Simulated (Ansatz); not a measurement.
# GeH4: the cost of one run

Computed with Ansatz 0.2.0 (DFT PBE0, Gaussian basis def2-TZVPPD, and further levels as typed in the inputs, unless a step's input says otherwise).

### Step 1. Starting point

Bond lengths: Ge1–H2 1.550 Å, Ge1–H3 1.550 Å, Ge1–H4 1.550 Å, Ge1–H5 1.550 Å. Angles: H2–Ge1–H3 109.5°, H2–Ge1–H4 109.5°, H2–Ge1–H5 109.5°, H3–Ge1–H4 109.5°, H3–Ge1–H5 109.5°, H4–Ge1–H5 109.5°.

Structure file:

```xyz
5

Ge    0.0000    0.0000    0.0000
H    -0.9214   -0.6956   -1.0345
H     0.1636    1.4948   -0.3765
H     1.3891   -0.6880   -0.0003
H    -0.6314   -0.1112    1.4114
```

### Step 2. Relaxing the atoms: GeH4

File input.yaml:

```yaml
relax:
  f_tol: 0.001
  max_steps: 200
crystal:
  periodic: [false, false, false]
  atoms:
    - { symbol: Ge, position_ang: [0.0, 0.0, 0.0] }
    - { symbol: H, position_ang: [-0.92135, -0.69557, -1.0345] }
    - { symbol: H, position_ang: [0.16362, 1.49478, -0.37652] }
    - { symbol: H, position_ang: [1.38909, -0.68798, -0.00033] }
    - { symbol: H, position_ang: [-0.63136, -0.11123, 1.41135] }
basis:
  gaussian: { orbitals: def2-TZVPPD.json }
hamiltonian:
  xc: pbe0
```

Run with:

```bash
$ ansatz run input.yaml --threads 4 --pin off --max-ram 14336MiB --backend cpu --events-out ev --progress --plain --runs-dir out
```

**Question.** How long does this run take on 4 threads of AMD EPYC 9R14 (Zen 4), shared host, and how much memory does it need?

About 1.9 s, with a peak of 0.2 GiB.
